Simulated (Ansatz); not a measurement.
**C2H8O2Si2: a ladder of functionals and wavefunction methods**

One table from this session's results is given with a row withheld; the runs are named, their logs left out.

Program: Ansatz 0.2.0, Gaussian basis. Level of theory: functionals in def2-TZVPP, the program's frozen cores in correlated methods. These are calculated values, not measurements.

The runs, in order: PBE-D4, r2SCAN-D4, PBE0-D4, B3LYP-D4, ωB97X-V, ωB97M-V, B2PLYP; CCSD(T)/def2-TZVPP; MP2/def2-QZVPP; extrapolation to the limit.

## The geometry

An earlier PBE0-D4 in a triple-zeta def2 set relaxation fixed the geometry.

14 atoms, charge 0, spin multiplicity 1.

Atoms are counted from 1 here; the program's logs count them from 0.

Bond lengths: O1–Si2 1.646 Å, O1–H7 0.961 Å, Si2–C3 1.891 Å, Si2–C6 1.892 Å, Si2–H8 1.484 Å, C3–Si4 1.871 Å, C3–H9 1.096 Å, C3–H10 1.089 Å, Si4–O5 1.659 Å, Si4–C6 1.881 Å, Si4–H11 1.491 Å, O5–H12 0.958 Å, C6–H13 1.096 Å, C6–H14 1.089 Å. Angles: Si2–O1–H7 115.2°, O1–Si2–C3 112.8°, O1–Si2–C6 113.3°, O1–Si2–H8 105.5°, C3–Si2–C6 89.6°, C3–Si2–H8 117.9°, C6–Si2–H8 117.6°, Si2–C3–Si4 85.9°, Si2–C3–H9 109.9°, Si2–C3–H10 120.1°, Si4–C3–H9 110.2°, Si4–C3–H10 119.9°, H9–C3–H10 109.0°, C3–Si4–O5 106.2°, C3–Si4–C6 90.6°, C3–Si4–H11 119.6°, O5–Si4–C6 111.1°, O5–Si4–H11 110.2° and more.

Set-up of the first run:

The input, in.yaml:

```yaml
crystal:
  periodic: [false, false, false]
  atoms:
    - {symbol: O, position_ang: [1.282222, -0.979169, 1.660685]}
    - {symbol: Si, position_ang: [0.773659, -1.124368, 0.101689]}
    - {symbol: C, position_ang: [1.060223, 0.445907, -0.912806]}
    - {symbol: Si, position_ang: [-0.691791, 0.906165, -0.443514]}
    - {symbol: O, position_ang: [-0.579664, 1.771128, 0.967219]}
    - {symbol: C, position_ang: [-1.093932, -0.898887, -0.099299]}
    - {symbol: H, position_ang: [1.028438, -0.163150, 2.099612]}
    - {symbol: H, position_ang: [1.369703, -2.389936, -0.392856]}
    - {symbol: H, position_ang: [1.114107, 0.197357, -1.978961]}
    - {symbol: H, position_ang: [1.882033, 1.114939, -0.662322]}
    - {symbol: H, position_ang: [-1.551704, 1.629775, -1.423400]}
    - {symbol: H, position_ang: [-1.396640, 2.057988, 1.377464]}
    - {symbol: H, position_ang: [-1.438505, -1.396478, -1.013613]}
    - {symbol: H, position_ang: [-1.758159, -1.171272, 0.720094]}
basis:
  gaussian: {orbitals: def2-TZVPP}
hamiltonian: {xc: pbe, dispersion: d4}
output: {forces: true, orbitals: {seedname: orbitals}}
```

Run with:

```console
$ ansatz run in.yaml --threads 2 --pin off --events-out ev --progress --plain --max-ram 22528MiB --backend cuda --devices 0, --max-vram 18GiB
```

Among the steps run: PBE-D4 (GGA); r2SCAN-D4 (meta-GGA); PBE0-D4 (hybrid); B3LYP-D4 (hybrid); ωB97X-V (range-separated); ωB97M-V (range-separated); B2PLYP (double hybrid); CCSD(T) in def2-TZVPP; MP2 in def2-QZVPP.

One table of the session follows, with a row left open; its other results are not shown here.

```
            method  atomisation energy (kJ/mol)
            PBE-D4                       5459.1
         r2SCAN-D4                       5417.5
           PBE0-D4                       5384.1
          B3LYP-D4                       5376.0
           ωB97X-V                       5422.6
           ωB97M-V                       5424.1
            B2PLYP                       5329.5
     HF/def2-TZVPP                       3956.5
    MP2/def2-TZVPP                       5365.8
   CCSD/def2-TZVPP                       5190.8
CCSD(T)/def2-TZVPP                            ?
           MP2/CBS                       5517.7
       CCSD(T)/CBS                       5418.2
```

**Question.** Estimate the row for CCSD(T)/def2-TZVPP.

**Answer.** atomisation energy (kJ/mol): 5266.3. In the column «atomisation energy (kJ/mol)» it lies between CCSD/def2-TZVPP (5190.8) and B2PLYP (5329.5).

Limits of these values: Free atoms (2 O, 2 Si, 2 C, 8 H) were run apart at each level; the atomisation energy is their sum less the molecule, without zero-point or spin-orbit terms.
